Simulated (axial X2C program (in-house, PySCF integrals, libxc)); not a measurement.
# TaSe⁻: properties at the nuclei

Wanted for TaSe⁻: properties at the nuclei, at the two-component level.

Program: an in-house X2C program for linear molecules on PySCF integrals. Level of theory: two-component X2C with atomic mean-field terms, Ta dyall-acv3z, Se dyall-acv3z. These are calculated values, not measurements.

### Step 1. Set-up

The input, task.json:

```json
{"zs": [73, 34], "q": -1, "bas": ["dyall-acv3z", "dyall-acv3z"], "r0": 2.33, "levels": ["PBE0", "HF", "B3LYP", "LDA", "PBE"], "nst": 3}
```

Keys: zs atomic numbers; q charge; bas basis sets; r0 starting distance in Å; levels methods (HF also brings MP2); nst determinants followed.

Launch:

```console
python soeom.py task.json out
```

Nuclei are Gaussian, cores are contracted, and the Gaunt term is on.

### Step 2. Expectation values, lowest determinant

R = 2.319 Å. State: Ω = 1 (excess of +ω over −ω: ω = -3/2, ω = 5/2).

Output of the PBE0 run:

```text
two-component X2C + atomic mean field  PBE0
basis functions 312  fitting functions 1610  grid points 5803
iter        total energy     max residual
   1     -18030.990892915     1.13e+01
   2     -18032.369905606     6.63e-01
   3     -18032.427980672     1.06e-01
   4     -18032.450540817     1.98e-01
   5     -18032.456574206     4.76e-02
   6     -18032.458949316     3.26e-02
   7     -18032.459285121     2.53e-02
   8     -18032.459423909     3.40e-03
   9     -18032.459424110     4.43e-03
  10     -18032.459437900     5.78e-04
  11     -18032.459438277     4.61e-04
  12     -18032.459438518     9.84e-05
  13     -18032.459438634     2.74e-04
  14     -18032.459438659     6.86e-05
  15     -18032.459438671     1.66e-05
  16     -18032.459438675     2.97e-05
  17     -18032.459438676     1.74e-05
  18     -18032.459438676     4.00e-06
converged
one-electron -25930.01917898  Coulomb 7754.49263492  exact exchange -100.60181515  xc functional -308.46109199  nuclear repulsion 566.37250431  atomic mean-field constant -14.24249179
```

The highest occupied spinor is 97% Ta d.

| level | Eeff magnitude (GV/cm) | Ws magnitude Ta (kHz) | A∥/gI Ta (MHz) | qzz Ta (a.u.) | A∥/gI Se (MHz) | qzz Se (a.u.) |
| --- | --- | --- | --- | --- | --- | --- |
| PBE0 | 24.2 | 24.1 | 677 | -0.84 | -2.28 | -1.12 |
| HF | 46.6 | 48.4 | 1050 | -1.65 | -36.3 | -1.38 |
| B3LYP | 18 | 18.1 | 291 | -0.20 | -18.4 | -0.94 |
| LDA | 9.18 | 9.2 | 134 | 0.48 | -16.2 | -0.93 |
| PBE | 16.2 | 15.9 | 439 | -0.25 | 0.701 | -1.03 |

Eeff is the effective electric field on the electron dipole moment in this Ω state and Ws the scalar–pseudoscalar constant (defined with the proton number Z and per Ω); A∥ is the parallel hyperfine constant, which follows by multiplying with the nuclear g factor gI = μI/(I μN); qzz is the electric field gradient, eQq0 = 234.96 MHz × Q/barn × qzz. The operators were transformed with the bare-nucleus X2C matrices.

### Step 3. Expectation values, a higher determinant

R = 2.319 Å. State: Ω = 2 (excess of +ω over −ω: ω = 1/2, ω = 3/2), 0.12 eV above the lowest in the PBE0 search for states (made at or near this distance, with looser thresholds).

Output of the PBE0 run:

```text
two-component X2C + atomic mean field  PBE0
basis functions 312  fitting functions 1610  grid points 5803
iter        total energy     max residual
   1     -18030.959473277     1.12e+01
   2     -18032.352610631     6.73e-01
   3     -18032.422094285     1.02e-01
   4     -18032.445843490     1.80e-01
   5     -18032.451216457     4.73e-02
   6     -18032.454280581     3.83e-02
   7     -18032.454786834     2.94e-02
   8     -18032.454992548     3.95e-03
   9     -18032.454995637     6.11e-03
  10     -18032.455018723     6.28e-04
  11     -18032.455018927     4.00e-04
  12     -18032.455019029     5.22e-05
  13     -18032.455019041     3.31e-05
  14     -18032.455019046     2.83e-05
  15     -18032.455019048     1.44e-05
  16     -18032.455019048     3.30e-06
converged
one-electron -25929.02485339  Coulomb 7753.45448078  exact exchange -100.58974294  xc functional -308.42491602  nuclear repulsion 566.37250431  atomic mean-field constant -14.24249179
```

The highest occupied spinor is 44% Ta d, 30% Ta p, 18% Se p.

| level | Eeff magnitude (GV/cm) | Ws magnitude Ta (kHz) | A∥/gI Ta (MHz) | qzz Ta (a.u.) | A∥/gI Se (MHz) | qzz Se (a.u.) |
| --- | --- | --- | --- | --- | --- | --- |
| PBE0 | 5.11 | 2.12 | 779 | -3.94 | 53.4 | -0.91 |
| HF | 16.9 | 7.68 | 201 | -5.21 | 44.4 | -1.33 |
| B3LYP | 3.37 | 1.39 | 806 | -3.93 | 50.9 | -0.88 |
| LDA | 1.44 | 0.382 | 791 | -3.50 | 69.2 | -0.79 |
| PBE | 1.62 | 0.392 | 795 | -3.59 | 63 | -0.81 |

### Step 4. Expectation values, a higher determinant

R = 2.319 Å. State: Ω = 0 (closed shell), 0.43 eV above the lowest in the PBE0 search for states (made at or near this distance, with looser thresholds).

Output of the PBE0 run:

```text
two-component X2C + atomic mean field  PBE0
basis functions 312  fitting functions 1610  grid points 5803
iter        total energy     max residual
   1     -18030.952986861     1.07e+01
   2     -18032.341257787     6.40e-01
   3     -18032.400668566     9.76e-02
   4     -18032.431147913     1.95e-01
   5     -18032.438976292     5.02e-02
   6     -18032.442828868     3.30e-02
   7     -18032.443313985     3.16e-02
   8     -18032.443579619     3.32e-03
   9     -18032.443598404     1.19e-03
  10     -18032.443602316     4.78e-04
  11     -18032.443602680     3.39e-04
  12     -18032.443602835     4.86e-05
  13     -18032.443602896     1.28e-04
  14     -18032.443602916     8.60e-05
  15     -18032.443602925     1.52e-05
  16     -18032.443602928     2.33e-05
  17     -18032.443602929     1.66e-05
  18     -18032.443602929     3.14e-06
converged
one-electron -25930.20661526  Coulomb 7754.63779018  exact exchange -100.58219208  xc functional -308.42259830  nuclear repulsion 566.37250431  atomic mean-field constant -14.24249179
```

The highest occupied spinor is 90% Ta d, 3% Se p, 3% Ta p.

| level | qzz Ta (a.u.) | qzz Se (a.u.) |
| --- | --- | --- |
| PBE0 | -0.54 | -0.85 |
| HF | -1.51 | -1.23 |
| B3LYP | -0.39 | -0.78 |
| LDA | -0.13 | -0.80 |
| PBE | -0.41 | -0.80 |

### Step 5. Summary of results

```
                                        quantity                                            value
                              lowest determinant  Ω = 1 (excess of +ω over −ω: ω = -3/2, ω = 5/2)
                    Eeff magnitude (GV/cm), PBE0                                             24.2
                     Ws magnitude Ta (kHz), PBE0                                             24.1
                            A∥/gI Ta (MHz), PBE0                                              677
                             qzz Ta (a.u.), PBE0                                            -0.84
                              higher determinant   Ω = 2 (excess of +ω over −ω: ω = 1/2, ω = 3/2)
Eeff magnitude (GV/cm), PBE0, higher determinant                                             5.11
 Ws magnitude Ta (kHz), PBE0, higher determinant                                             2.12
        A∥/gI Ta (MHz), PBE0, higher determinant                                              779
         qzz Ta (a.u.), PBE0, higher determinant                                            -3.94
                              higher determinant                             Ω = 0 (closed shell)
         qzz Ta (a.u.), PBE0, higher determinant                                            -0.54
         qzz Se (a.u.), PBE0, higher determinant                                            -0.85
```

In words: In the first state, the effective field runs from 9.18 to 46.6 GV/cm over the mean-field levels, so the levels don't agree on it. The expectation values come from single determinants, which for open shells can mix terms of unlike spin or miss the lowest Ω, so a determinant need not be a state. Eeff is the effective electric field on the electron dipole moment in this Ω state and Ws the scalar–pseudoscalar constant (defined with the proton number Z and per Ω); A∥ is the parallel hyperfine constant, which follows by multiplying with the nuclear g factor gI = μI/(I μN); qzz is the electric field gradient, eQq0 = 234.96 MHz × Q/barn × qzz. The operators were transformed with the bare-nucleus X2C matrices.
